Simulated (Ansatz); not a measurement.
# PbF2: the cost of one run

Method: DFT PBE, scalar-relativistic, plane waves, PAW, in Ansatz 0.2.0.

## Step 1: Starting point

It takes space group Fm-3m (No. 225, cubic). Conventional cell: a = 5.940 Å, b = 5.940 Å, c = 5.940 Å, α = 90.00°, β = 90.00°, γ = 90.00°. Pb (site symmetry m-3m) is surrounded by 8 F at 2.57 Å. F (site symmetry -43m) has 4 Pb at 2.57 Å in its first shell of neighbours.

As a file:

```cif
data_structure
_symmetry_space_group_name_H-M 'Fm-3m'
_symmetry_Int_Tables_number 225
_cell_length_a 5.9397
_cell_length_b 5.9397
_cell_length_c 5.9397
_cell_angle_alpha 90.000
_cell_angle_beta 90.000
_cell_angle_gamma 90.000
_cell_volume 209.55
loop_
_atom_site_label
_atom_site_type_symbol
_atom_site_symmetry_multiplicity
_atom_site_Wyckoff_symbol
_atom_site_fract_x
_atom_site_fract_y
_atom_site_fract_z
_atom_site_occupancy
Pb1 Pb 4 a 0.00000 0.00000 0.00000 1
F1 F 8 c 0.25000 0.75000 0.75000 1
```

No relaxation comes first: the listed cell is the starting point.

## Step 2: The reference cell

Reference values: F = -13524.7010 eV; pressure 2.20 GPa; largest force 0.000 eV/Å; gap on the mesh 4.42 eV. It was computed beforehand with the settings of the runs below.

## Step 3: The scan: energy and stress against strain

The cell is strained by ε times the Voigt pattern (0, 0, 0, 0, 1, 0) (xx, yy, zz, yz, xz, xy; engineering shear), with fractional coordinates fixed (clamped ions). The stress on the pattern is the sum of the stress components weighted by it, tension positive.

## Step 4: At ε = -0.0200

File input.yaml:

```yaml
crystal:
  lattice:
    - [-0.0296985, 2.96985, 2.96985]
    - [2.9401515, 0.0, 2.9401515]
    - [2.96985, 2.96985, -0.0296985]
  atoms:
    - { symbol: Pb, position: [0.0, 0.0, 0.0] }
    - { symbol: F, position: [0.25, 0.25, 0.25] }
    - { symbol: F, position: [0.75, 0.75, 0.75] }
basis:
  ecutwfc: 420
kpoints:
  mp_grid: { grid: [8, 8, 8] }
hamiltonian:
  xc: pbe
scf:
  occupations: { method: gaussian, width: 0.05 }
output:
  forces: true
  stress: true
  eigenvalues: true
```

Run with:

```sh
$ ansatz run input.yaml --threads 1 --pin off --max-ram 2560MiB --backend cpu --events-out ev --progress --plain --runs-dir out
```

What time and memory should one allow on 1 thread of Arm Neoverse V1, shared host?

About 4.3 s, with a peak of 0.35 GiB.
